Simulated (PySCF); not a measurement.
# RuSH₂: structure of the quintet

Aim: relax RuSH₂ as a quintet from a hand-made T-shaped (ligand arrangement 2) geometry, check by its vibrations whether the end is a minimum, and collect its spectrum and constants.

Method: PBE0, basis Ru def2-TZVP with ECP28, S def2-TZVP, H def2-TZVP, scalar-relativistic core potentials, no spin–orbit coupling, density fitting; program: PySCF 2.14.0.

### 1 The starting structure

4 atoms, charge 0, spin multiplicity 5.

Bond lengths: Ru1–S2 2.080 Å, Ru1–H3 1.570 Å, Ru1–H4 1.570 Å. Angles: S2–Ru1–H3 88.0°, S2–Ru1–H4 88.0°, H3–Ru1–H4 176.0°.

```xyz
4
charge 0 multiplicity 5
Ru    0.0000    0.0000   -0.4902
S     0.0000    0.0000    1.5898
H     1.5690    0.0000   -0.4354
H    -1.5690    0.0000   -0.4354
```

### 2 T-shaped (ligand arrangement 2) start, quintet: relaxation

One driver script runs all steps and calls PySCF; scf.py shows how it sets up the SCF of each step. The optimiser is the driver's own. Before each start the driver seeks the lowest SCF state from one or more starting densities and follows internal instabilities, so scf.py alone need not reach the same state.

The program finds C2v symmetry in the start, which this walk keeps. The walk stops when the largest gradient is under 0.0003 Eh/bohr and the energy has settled too.

File scf.py:

```python
from pyscf import gto, scf, dft
mol = gto.M(atom='''
Ru     0.000000     0.000000    -0.490186
S      0.000000     0.000000     1.589814
H      1.569000    -0.000000    -0.435386
H     -1.569000     0.000000    -0.435386''',
    basis={'Ru': 'def2-TZVP', 'S': 'def2-TZVP', 'H': 'def2-TZVP'},
    ecp={'Ru': 'def2-TZVP'},
    charge=0, spin=4)
mf = dft.UKS(mol, xc='PBE0')
mf.grids.atom_grid = (50, 194)
aux = {'Ru': 'def2-universal-JKFIT', 'S': 'def2-universal-JKFIT', 'H': 'def2-universal-JKFIT'}
mf = mf.density_fit(auxbasis=aux)
mf.kernel()
```

After this run come: Is it a minimum? Harmonic modes; Following the imaginary mode; Hessian and properties.

What does the calculation give? Wanted: minimum; geometry; wavenumbers; dipole moment; highest occupied, lowest empty level; polar-tensor charge of Ru1; zero-point energy; atomisation energy; ⟨S²⟩.

As calculated:

```
                                          quantity                                                              value
                                           minimum                                                        quintet, Cs
                                          geometry  Ru–H 1.662 Å (×2), Ru–S 2.069 Å; H–Ru–H 143.9°, H–Ru–S 89.2° (×2)
                                wavenumbers (cm⁻¹)     317 (a''), 544 (a'), 627 (a'), 787 (a'), 1655 (a''), 1905 (a')
                                     dipole moment                                                             2.50 D
highest occupied, lowest empty level (either spin)                                                    -5.94, -3.58 eV
                        polar-tensor charge of Ru1                                                            +0.57 e
                                 zero-point energy                                                        34.9 kJ/mol
                               entropy at 298.15 K                                                    288.5 J/(mol K)
         atomisation energy (no zero-point energy)                                                         793 kJ/mol
                                              ⟨S²⟩                                                              6.018
```

What this shows: From C2v at the start the molecule goes to a Cs minimum, after a first stop at a second-order saddle point 29.6 kJ/mol higher, from which it was pushed off along an imaginary mode. In the infrared the band at 1655 cm⁻¹ (a'', stretch) leads. Most of the spin sits on Ru1 (Mulliken spin 2.68, against 4 for the whole molecule). Other starts or spin states, not run here, may lie lower. One determinant may miss the lowest occupation of an open d or f shell.
